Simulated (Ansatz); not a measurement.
From input file to script: C₂H₃ClFGa, SMILES F[C]1(Cl)[CH2][GaH]1 in Ansatz 0.2.0.

```yaml
crystal:
  periodic: [false, false, false]
  atoms:
    - { symbol: F, position_ang: [0.3996, -0.4922, 1.676] }
    - { symbol: C, position_ang: [0.3459, -0.3415, 0.2857] }
    - { symbol: Cl, position_ang: [1.993, -0.362, -0.3301] }
    - { symbol: C, position_ang: [-0.2692, 0.9591, -0.1274] }
    - { symbol: Ga, position_ang: [-1.2106, -0.839, 0.2468] }
    - { symbol: H, position_ang: [0.252, 1.848, 0.188] }
    - { symbol: H, position_ang: [-0.4681, 0.9661, -1.2193] }
    - { symbol: H, position_ang: [-0.9505, -1.7956, -0.7755] }
basis:
  gaussian: { orbitals: def2-SVP }
hamiltonian:
  xc: hf
```

The program run on that file:
```console
$ ansatz run input.yaml --threads 1 --pin off --max-ram 4096MiB --backend cpu --events-out ev --progress --plain --runs-dir out
Engine: ansatz 0.2.0, aarch64-unknown-linux-gnu
Functional definition: HF
  exchange = exact_x
  correlation = 0
1055 factors; integrals over basis functions are off by at most 1.4e-3 eV
mean field evaluation 1: about -69626.9578 eV, gradient 3.0e1 eV
mean field evaluation 2: about -69627.0592 eV, gradient 3.0e1 eV
mean field evaluation 4: about -69629.8779 eV, gradient 3.9e0 eV
mean field evaluation 8: about -69629.9659 eV, gradient 2.0e-1 eV
mean field -69629.96658709 eV, -2558.8540751891 hartree, gradient 2.4e-5 eV, S^2 0.000000; 0 other end points of the search recorded, 0 dependent functions left out
reference -69629.96658709 eV, -2558.8540751891 hartree; 36, 36 occupied and 71, 71 virtual orbitals, 1055 factors
Total energy: -69629.96658709 eV, -2558.8540751891 hartree
```

`c2h3clfga.py`
```python
"""Single point of C2H3ClFGa."""

import ansatz as az

geometry_ang = [
    ("F", (0.3996, -0.4922, 1.676)),
    ("C", (0.3459, -0.3415, 0.2857)),
    ("Cl", (1.993, -0.362, -0.3301)),
    ("C", (-0.2692, 0.9591, -0.1274)),
    ("Ga", (-1.2106, -0.839, 0.2468)),
    ("H", (0.252, 1.848, 0.188)),
    ("H", (-0.4681, 0.9661, -1.2193)),
    ("H", (-0.9505, -1.7956, -0.7755)),
]
mol = az.Crystal.molecule()
for symbol, xyz in geometry_ang:
    mol = mol.atom(symbol, xyz)

setup = (
    mol.calculation()
    .basis(gaussian="def2-SVP")
    .functional("HF")
)
out = setup.run(threads=1, backend="cpu")
data = out.report

print("reference energy %16.6f eV" % data["reference_energy_ev"])
print("total energy     %16.6f eV" % data["free_energy_ev"])
print("occupied (up, down):", data["n_occupied"], " virtual:", data["n_virtual"], " frozen:", data["n_frozen"])
```

Running `python c2h3clfga.py` prints:
```text
reference energy    -69629.966587 eV
total energy        -69629.966587 eV
occupied (up, down): [36, 36]  virtual: [71, 71]  frozen: 0
```

Notes:
- Total energies depend on the basis set; only differences at equal settings carry meaning.
- The geometry is a force-field or estimated start, not a minimum of this method, and the basis set is short of its limit.
- Wall time of the script: 1.9 s on 1 thread of Arm Neoverse V2 (shared host), peak memory 0.27 GiB.

(A comment or docstring line of the script was reworded after the run, the code is as it ran; lines on the test bed's own set-up are left out of the output.)
